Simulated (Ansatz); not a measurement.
# Bismuth, dhcp under r²SCAN: from relaxation to bulk modulus

The plan for bismuth in the dhcp structure: relax it, solve it on a dense k-mesh, then scale the cell to 7 volumes from 88 to 112 % of the relaxed one and try a fit of the equation of state. Spin polarisation is left out. The k-meshes are 10×10×3 for the relaxation; 14×14×4 for the dense run; 12×12×3 for the volumes.

Computed with Ansatz 0.2.0 (DFT r2SCAN, plane waves (500 eV) with PAW, scalar-relativistic; PAW files made under PBE, frozen cores solved again for the functional, unless a step says otherwise).

### 1 The starting structure

It takes space group P6_3/mmc (No. 194, hexagonal). Conventional cell: a = 3.558 Å, b = 3.558 Å, c = 11.620 Å, α = 90.00°, β = 90.00°, γ = 120.00°. Bi (site symmetry -3m) is surrounded by 12 Bi at 3.56 Å. Bi (site symmetry -6m2) is surrounded by 12 Bi at 3.56 Å.

Coordinates:

```xyz
4
Lattice="3.5580 0.0000 0.0000 -1.7790 3.0813 0.0000 0.0000 0.0000 11.6204" Properties=species:S:1:pos:R:3 pbc="T T T"
Bi    0.0000    0.0000    0.0000
Bi    0.0000    0.0000    5.8102
Bi    0.0000    2.0542    2.9051
Bi    1.7790    1.0271    8.7153
```

### 2 Relaxation of the cell

The input, input.yaml:

```yaml
crystal:
  lattice:
    - [3.5579831475, 0.0, 0.0]
    - [-1.7789915738, 3.081303792, 0.0]
    - [0.0, 0.0, 11.6203729598]
  atoms:
    - { symbol: Bi, position: [0.0, 0.0, 0.0] }
    - { symbol: Bi, position: [0.0, 0.0, 0.5] }
    - { symbol: Bi, position: [0.3333333333, 0.6666666667, 0.25] }
    - { symbol: Bi, position: [0.6666666667, 0.3333333333, 0.75] }
hamiltonian:
  xc: r2scan
  pseudopotentials:
    kind: paw
    azcp:
      Bi: "pseudopotentials/Bi.paw.azcp"
basis:
  ecutwfc: 500
  fft_grid_basis: typed
kpoints:
  mp_grid: { grid: [10, 10, 3], shift: [0, 0, 0] }
magnetization:
  spin_polarized: false
scf:
  occupations: { method: fermi_dirac, width: 0.1 }
relax:
  max_steps: 60
  f_tol: 0.01
  cell: {}
```

Run with:

```
ansatz run input.yaml --threads 1 --pin off --max-ram 3584MiB --backend cpu --events-out ev --progress --plain --runs-dir out
```

The runs that follow: The energy on a finer k-mesh; At 88 % of the relaxed volume; At 92 % of the relaxed volume; At 96 % of the relaxed volume; At 100 % of the relaxed volume; At 104 % of the relaxed volume; At 108 % of the relaxed volume; At 112 % of the relaxed volume.

What does the calculation give? Wanted: space group; conventional cell; volume; shortest distance; gap on the mesh; relative to A7 rhombohedral; V₀, B₀, B₀′.

**Answer**, as computed:

| quantity | value |
| --- | --- |
| space group (spins left aside) | P6_3/mmc (No. 194) |
| conventional cell | a = 3.506 Å, c = 11.754 Å (c/a = 3.353) |
| volume | 31.275 Å³/atom |
| shortest distance | 3.506 Å |
| gap on the mesh | none (levels filled in part) |
| relative to A7 rhombohedral | +274 meV/atom |
| V₀, B₀, B₀′ | 31.166 Å³/atom, 55 GPa, 4.6 |

In words: The relaxation shrank the cell by 1.8 % in volume. Against the reference form of bismuth (A7 rhombohedral, computed apart with the same settings) it stands 274 meV/atom higher, so it is far from stable. Levels at the Fermi energy are filled in part, as in a metal. The fitted modulus is 55 GPa; letting shape and positions relax at each volume could only lower it. Relaxation kept the symmetry; phonons were not checked.
